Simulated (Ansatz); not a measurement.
Born–Oppenheimer molecular dynamics of a periodic cell of 20 atoms, Li$_{4}$WO$_{5}$ (start crystal Li4WO5, start structure I4, volume 1.05 times the crystal's). It goes on from the last frame of an earlier run, with new velocities.

Method: DFT PBEsol, scalar-relativistic, plane waves, PAW (Ansatz). Settings: cutoff 420 eV, k mesh 2x2x3, fermi-dirac smearing 0.17 eV, no spin polarisation.

| Item | Value |
| --- | --- |
| ensemble | NVT, Nosé–Hoover chain |
| time step | 1 fs |
| steps asked | 180 |
| set temperature | 1200 K |
| thermostat | time constant 200 fs, chain length 5 |
| seed | 859044 |

Frames 5 fs apart, positions in Å, forces in eV/Å.

Velocities at 30.0 fs (Å/ps):

```
Li -9.28 0.52 -4.47
Li 43.93 14.37 9.72
Li -10.70 -18.80 2.09
Li -10.22 -7.03 -3.11
W -0.08 1.68 2.31
O 13.37 -6.69 -14.83
O -7.40 -11.63 -17.72
O -4.03 2.92 5.44
O 12.03 -3.81 -22.45
O 8.60 -15.22 16.11
Li 0.56 16.41 -4.25
Li 24.74 -2.39 -13.84
Li -5.97 -1.61 -9.94
Li 6.20 0.52 3.57
W -4.48 3.38 3.61
O -3.23 -2.62 9.65
O 15.97 -2.21 -8.59
O -8.60 -6.57 -3.65
O 16.34 -5.98 -6.52
O -7.69 -7.18 -16.67
```

```xyz
20
Lattice="6.6467 0.0000 0.0000 0.0000 6.6467 0.0000 0.0000 0.0000 4.1730" Properties=species:S:1:pos:R:3:forces:R:3 time_fs=30.0 energy_less_start_eV=-2.068 T=2023
Li 5.601 1.546 1.955 -0.27 1.00 0.11
Li 1.692 0.929 2.030 1.00 -0.53 -0.11
Li 1.231 2.596 4.125 -0.36 0.09 -0.42
Li 3.801 0.719 3.707 -2.20 2.62 0.19
W 0.054 -0.017 4.107 0.97 -3.83 0.78
O 2.915 5.107 2.014 -2.12 -2.51 -0.72
O 1.857 0.440 -0.205 -1.02 0.07 -0.28
O 1.435 2.688 1.994 -0.06 1.43 -0.09
O 0.784 4.699 -0.105 -2.27 1.57 -0.42
O 0.033 0.065 1.813 -0.32 -0.99 -0.50
Li 2.723 5.216 4.008 -0.54 0.10 -0.27
Li 5.677 3.605 4.080 -0.04 0.42 -0.50
Li 4.439 5.798 1.831 1.10 0.40 0.16
Li 0.782 4.461 1.714 0.07 0.15 1.08
W 3.281 3.199 1.746 -1.98 -0.76 -0.84
O 6.135 1.663 -0.312 -0.42 2.55 0.32
O 5.036 3.808 2.014 0.39 -1.52 -0.58
O 4.845 6.187 -0.408 2.82 -3.12 0.97
O 3.538 1.308 1.873 2.28 0.88 0.44
O 2.954 2.948 -0.099 2.95 1.97 0.67
20
Lattice="6.6467 0.0000 0.0000 0.0000 6.6467 0.0000 0.0000 0.0000 4.1730" Properties=species:S:1:pos:R:3:forces:R:3 time_fs=35.0 energy_less_start_eV=-2.141 T=2043
Li 5.551 1.564 1.934 0.10 0.75 0.13
Li 1.920 0.988 2.076 -0.57 -1.01 -0.27
Li 1.175 2.506 4.128 0.33 0.49 -0.35
Li 3.717 0.727 3.695 -0.86 1.89 0.35
W 0.054 -0.011 4.119 -0.71 -4.76 0.99
O 2.963 5.056 1.935 -2.63 -1.57 -0.44
O 1.815 0.384 -0.294 0.37 0.90 0.20
O 1.416 2.711 2.019 0.72 0.61 -0.66
O 0.827 4.692 -0.218 -2.33 1.56 0.55
O 0.074 -0.017 1.885 -0.30 -0.18 -1.97
Li 2.717 5.297 3.982 -0.41 -0.41 -0.27
Li 5.798 3.601 4.002 -0.43 0.59 -0.41
Li 4.433 5.798 1.784 1.69 0.58 0.18
Li 0.813 4.467 1.748 -0.29 0.39 0.68
W 3.257 3.215 1.763 0.14 -1.08 -1.47
O 6.116 1.669 -0.262 -0.27 1.93 0.31
O 5.115 3.785 1.967 -1.21 -1.85 -0.53
O 4.824 6.133 -0.419 2.52 -1.73 1.15
O 3.635 1.286 1.844 1.58 1.23 0.19
O 2.937 2.926 -0.173 2.58 1.68 1.64
20
Lattice="6.6467 0.0000 0.0000 0.0000 6.6467 0.0000 0.0000 0.0000 4.1730" Properties=species:S:1:pos:R:3:forces:R:3 time_fs=40.0 energy_less_start_eV=-1.786 T=1889
Li 5.507 1.609 1.919 0.74 0.79 0.13
Li 2.127 1.013 2.113 -2.00 -1.13 -0.50
Li 1.130 2.433 4.120 0.95 0.81 -0.28
Li 3.604 0.801 3.696 0.76 1.01 0.67
W 0.053 -0.012 4.132 -2.47 -4.62 1.02
O 2.974 4.983 1.849 -2.10 1.29 -0.24
O 1.779 0.342 -0.381 1.60 1.71 0.54
O 1.408 2.744 2.034 1.14 -0.45 -1.01
O 0.835 4.708 -0.323 -1.98 1.43 1.24
O 0.110 -0.101 1.929 -0.58 0.43 -2.94
Li 2.697 5.364 3.947 -0.23 -0.88 -0.20
Li 5.904 3.618 3.911 -0.86 0.64 -0.32
Li 4.482 5.817 1.744 1.25 0.27 0.26
Li 0.833 4.487 1.806 -0.58 0.48 0.39
W 3.235 3.230 1.778 2.11 -2.47 -1.45
O 6.093 1.702 -0.207 0.16 0.28 0.21
O 5.176 3.734 1.912 -2.08 -1.51 -0.25
O 4.840 6.053 -0.412 1.75 -0.19 1.09
O 3.756 1.282 1.817 0.53 0.97 0.00
O 2.958 2.930 -0.225 1.90 1.15 1.62
20
Lattice="6.6467 0.0000 0.0000 0.0000 6.6467 0.0000 0.0000 0.0000 4.1730" Properties=species:S:1:pos:R:3:forces:R:3 time_fs=45.0 energy_less_start_eV=-1.202 T=1643
Li 5.489 1.682 1.907 1.71 1.00 0.11
Li 2.268 0.999 2.131 -2.40 -1.15 -0.92
Li 1.117 2.388 4.101 1.18 0.92 -0.24
Li 3.515 0.911 3.720 1.60 0.71 0.96
W 0.049 -0.018 4.147 -3.07 -3.92 0.94
O 2.953 4.931 1.761 -1.44 4.29 -0.21
O 1.766 0.325 -0.459 1.76 2.12 0.91
O 1.416 2.770 2.034 0.84 -1.18 -1.03
O 0.813 4.746 -0.409 -1.34 1.20 1.77
O 0.137 -0.179 1.929 -0.86 0.90 -3.39
Li 2.669 5.400 3.905 -0.04 -1.10 -0.10
Li 5.979 3.656 3.809 -1.28 0.43 -0.18
Li 4.574 5.845 1.713 0.55 -0.12 0.34
Li 0.834 4.523 1.877 -0.64 0.35 0.00
W 3.214 3.241 1.792 3.95 -4.30 -1.10
O 6.073 1.740 -0.149 0.68 -1.17 -0.09
O 5.206 3.662 1.854 -2.38 -0.66 0.18
O 4.883 5.970 -0.389 1.45 0.60 0.88
O 3.882 1.292 1.790 -1.46 0.34 0.00
O 3.009 2.951 -0.252 1.20 0.73 1.17
20
Lattice="6.6467 0.0000 0.0000 0.0000 6.6467 0.0000 0.0000 0.0000 4.1730" Properties=species:S:1:pos:R:3:forces:R:3 time_fs=50.0 energy_less_start_eV=-1.311 T=1676
Li 5.529 1.788 1.900 2.00 0.75 0.09
Li 2.329 0.945 2.118 -1.72 -1.06 -1.32
Li 1.145 2.374 4.074 0.95 0.76 -0.24
Li 3.480 1.046 3.777 1.70 0.42 0.92
W 0.041 -0.030 4.163 -2.20 -2.88 0.44
O 2.910 4.939 1.669 -0.75 3.71 -0.07
O 1.778 0.340 -0.522 0.97 1.99 1.49
O 1.436 2.779 2.020 -0.04 -1.47 -0.81
O 0.771 4.801 -0.468 -0.55 0.70 2.15
O 0.151 -0.243 1.879 -0.96 1.25 -2.92
Li 2.640 5.399 3.860 0.06 -0.93 -0.01
Li 6.010 3.708 3.701 -1.60 0.02 0.06
Li 4.685 5.870 1.693 -0.06 -0.31 0.40
Li 0.813 4.570 1.946 -0.38 0.02 -0.68
W 3.199 3.247 1.804 5.36 -3.47 -0.78
O 6.062 1.761 -0.093 1.14 -1.67 -0.57
O 5.200 3.580 1.798 -2.24 0.74 0.65
O 4.948 5.895 -0.353 1.05 0.92 0.51
O 3.987 1.307 1.764 -3.21 -0.08 0.16
O 3.077 2.983 -0.262 0.49 0.60 0.56
20
Lattice="6.6467 0.0000 0.0000 0.0000 6.6467 0.0000 0.0000 0.0000 4.1730" Properties=species:S:1:pos:R:3:forces:R:3 time_fs=55.0 energy_less_start_eV=-1.710 T=1825
Li 5.634 1.917 1.896 1.19 -0.69 0.02
Li 2.330 0.855 2.059 -0.80 -0.91 -1.34
Li 1.204 2.386 4.039 0.49 0.42 -0.25
Li 3.503 1.193 3.865 1.37 -0.21 0.47
W 0.030 -0.045 4.179 -0.43 -1.10 -1.30
O 2.856 5.000 1.577 0.02 0.61 0.61
O 1.804 0.384 -0.564 0.09 1.47 2.00
O 1.456 2.766 1.993 -0.92 -1.40 -0.58
O 0.722 4.866 -0.495 0.36 -0.43 1.98
O 0.151 -0.288 1.787 -0.77 1.30 -0.47
Li 2.612 5.367 3.814 0.07 -0.44 0.05
Li 5.987 3.761 3.596 -1.62 -0.24 0.41
Li 4.794 5.883 1.688 -0.68 -0.37 0.46
Li 0.780 4.618 1.992 0.13 -0.35 -1.33
W 3.191 3.249 1.815 5.86 -0.83 -0.78
O 6.069 1.758 -0.046 1.27 -1.25 -1.09
O 5.162 3.510 1.753 -1.89 2.77 0.97
O 5.027 5.834 -0.310 -0.24 0.77 -0.08
O 4.045 1.322 1.740 -3.33 0.11 0.36
O 3.152 3.025 -0.263 -0.18 0.79 -0.11
20
Lattice="6.6467 0.0000 0.0000 0.0000 6.6467 0.0000 0.0000 0.0000 4.1730" Properties=species:S:1:pos:R:3:forces:R:3 time_fs=60.0 energy_less_start_eV=-1.346 T=1665
Li 5.782 2.021 1.892 0.65 -1.70 -0.06
Li 2.302 0.733 1.956 -0.21 -0.76 -0.82
Li 1.280 2.413 3.995 0.06 0.04 -0.24
Li 3.573 1.333 3.967 1.00 -1.02 -0.14
W 0.019 -0.061 4.193 1.58 1.74 -4.98
O 2.803 5.071 1.495 0.49 -1.61 1.46
O 1.833 0.450 -0.576 -0.39 0.82 1.98
O 1.462 2.733 1.957 -1.21 -1.00 -0.49
O 0.678 4.923 -0.493 1.44 -2.32 0.86
O 0.141 -0.315 1.693 -0.25 0.82 4.51
Li 2.587 5.320 3.770 0.05 0.11 0.09
Li 5.908 3.807 3.506 -1.29 -0.19 0.82
Li 4.879 5.885 1.698 -1.25 -0.37 0.46
Li 0.752 4.654 1.994 0.60 -0.60 -1.35
W 3.191 3.249 1.825 5.07 0.64 -0.66
O 6.094 1.736 -0.015 0.89 -0.22 -1.44
O 5.095 3.482 1.721 -1.09 3.91 1.08
O 5.101 5.784 -0.268 -2.56 0.17 -0.76
O 4.054 1.339 1.722 -2.83 0.47 0.48
O 3.225 3.079 -0.266 -0.74 1.09 -0.80
20
Lattice="6.6467 0.0000 0.0000 0.0000 6.6467 0.0000 0.0000 0.0000 4.1730" Properties=species:S:1:pos:R:3:forces:R:3 time_fs=65.0 energy_less_start_eV=-1.029 T=1524
Li 5.951 2.072 1.887 0.15 -1.00 -0.21
Li 2.266 0.587 1.826 0.08 -0.46 -0.10
Li 1.358 2.441 3.944 -0.24 -0.23 -0.17
Li 3.678 1.437 4.065 0.69 -1.41 -0.77
W 0.010 -0.076 4.201 2.92 3.48 -6.96
O 2.756 5.119 1.435 0.63 -2.39 2.05
O 1.855 0.528 -0.558 -0.70 -0.05 1.55
O 1.451 2.685 1.913 -0.79 -0.32 -0.48
O 0.656 4.946 -0.479 2.16 -3.62 -0.31
O 0.125 -0.329 1.663 0.04 0.61 7.21
Li 2.564 5.276 3.730 0.07 0.49 0.16
Li 5.785 3.845 3.444 -0.78 -0.01 1.13
Li 4.921 5.873 1.725 -1.57 -0.35 0.39
Li 0.744 4.669 1.950 0.84 -0.76 -0.90
W 3.197 3.251 1.834 2.75 0.63 -0.16
O 6.133 1.712 -0.006 0.14 0.70 -1.55
O 5.014 3.509 1.706 1.02 3.10 0.99
O 5.138 5.737 -0.238 -4.08 -0.13 -1.13
O 4.020 1.362 1.711 -2.27 0.74 0.62
O 3.286 3.148 -0.281 -1.07 1.00 -1.39
20
Lattice="6.6467 0.0000 0.0000 0.0000 6.6467 0.0000 0.0000 0.0000 4.1730" Properties=species:S:1:pos:R:3:forces:R:3 time_fs=70.0 energy_less_start_eV=-1.726 T=1793
Li 6.125 2.087 1.874 -0.19 -0.31 -0.21
Li 2.233 0.425 1.691 0.25 0.09 0.35
Li 1.428 2.461 3.887 -0.46 -0.27 -0.02
Li 3.807 1.494 4.136 0.41 -1.20 -1.40
W 0.004 -0.086 4.200 2.99 1.84 -3.97
O 2.719 5.132 1.406 0.62 -2.39 2.22
O 1.867 0.604 -0.517 -1.05 -1.15 1.26
O 1.428 2.632 1.863 0.04 0.50 -0.39
O 0.664 4.917 -0.468 1.67 -2.72 -0.28
O 0.110 -0.332 1.734 -0.32 1.24 3.31
Li 2.543 5.249 3.696 0.16 0.63 0.26
Li 5.636 3.883 3.421 -0.24 0.05 1.28
Li 4.910 5.849 1.764 -1.45 -0.32 0.24
Li 0.764 4.659 1.874 0.74 -0.80 -0.48
W 3.206 3.252 1.842 -0.10 -0.11 0.49
O 6.173 1.697 -0.020 -0.63 0.81 -1.43
O 4.949 3.583 1.706 3.19 2.13 0.53
O 5.116 5.690 -0.224 -2.94 0.72 -0.89
O 3.952 1.397 1.710 -1.60 0.89 0.79
O 3.332 3.232 -0.316 -1.10 0.36 -1.65
20
Lattice="6.6467 0.0000 0.0000 0.0000 6.6467 0.0000 0.0000 0.0000 4.1730" Properties=species:S:1:pos:R:3:forces:R:3 time_fs=75.0 energy_less_start_eV=-2.344 T=2027
Li 6.293 2.091 1.855 -0.58 -0.12 -0.09
Li 2.209 0.268 1.569 0.33 0.78 0.56
Li 1.481 2.473 3.829 -0.67 -0.10 0.17
Li 3.949 1.509 4.159 0.25 -0.83 -1.53
W 0.003 -0.093 4.194 2.26 -0.55 -1.25
O 2.692 5.109 1.409 0.56 -1.94 1.94
O 1.863 0.663 -0.457 -1.23 -2.21 1.12
O 1.406 2.587 1.808 1.09 1.36 -0.19
O 0.698 4.848 -0.460 0.44 -0.64 0.48
O 0.090 -0.317 1.854 -0.59 1.47 -1.14
Li 2.528 5.244 3.670 0.28 0.61 0.32
Li 5.478 3.922 3.442 0.23 -0.11 1.23
Li 4.849 5.815 1.811 -0.98 -0.28 0.05
Li 0.808 4.621 1.782 0.25 -0.62 -0.16
W 3.216 3.254 1.852 -1.26 -0.61 0.82
O 6.203 1.694 -0.055 -1.21 0.25 -1.13
O 4.930 3.689 1.713 3.31 1.24 -0.08
O 5.051 5.655 -0.223 -0.73 2.10 -0.36
O 3.861 1.444 1.719 -0.77 0.60 0.56
O 3.360 3.320 -0.375 -0.99 -0.41 -1.31
20
Lattice="6.6467 0.0000 0.0000 0.0000 6.6467 0.0000 0.0000 0.0000 4.1730" Properties=species:S:1:pos:R:3:forces:R:3 time_fs=80.0 energy_less_start_eV=-2.236 T=1963
Li 6.437 2.089 1.833 -1.46 -0.27 0.05
Li 2.196 0.138 1.466 0.35 1.32 0.76
Li 1.511 2.481 3.778 -0.83 0.08 0.33
Li 4.100 1.496 4.131 0.07 -0.58 -0.97
W 0.004 -0.102 4.186 1.45 -1.67 -0.56
O 2.672 5.059 1.442 0.39 -0.87 1.29
O 1.841 0.689 -0.380 -1.14 -2.80 0.85
O 1.401 2.563 1.750 2.17 2.11 0.02
O 0.737 4.770 -0.445 -0.59 1.04 1.00
O 0.062 -0.281 1.959 -0.47 1.15 -3.14
Li 2.523 5.258 3.655 0.34 0.47 0.30
Li 5.330 3.957 3.505 0.63 -0.37 0.95
Li 4.755 5.771 1.860 -0.41 -0.17 -0.13
Li 0.861 4.561 1.685 -0.43 -0.41 0.14
W 3.224 3.255 1.862 -0.37 -0.01 0.44
O 6.216 1.694 -0.106 -1.54 -0.34 -0.71
O 4.957 3.813 1.720 1.60 -0.09 -0.43
O 4.975 5.651 -0.227 0.72 3.11 0.06
O 3.759 1.499 1.737 0.45 -0.70 -0.21
O 3.374 3.402 -0.453 -0.94 -1.00 -0.06
```

Of the whole run (180 fs, mean temperature of the second half 1609 K): The conserved energy stayed within 0.31 meV per atom of its start (net change -0.3 meV per atom), so the integration is sound. The mean temperature of the second half is 34 % above the set value. A run of 0.18 ps of so small a system gives no equilibrium averages.

Run time: 16 min on 1 thread of Arm Neoverse V2, with other jobs on the host, peak memory 0.47 GiB.
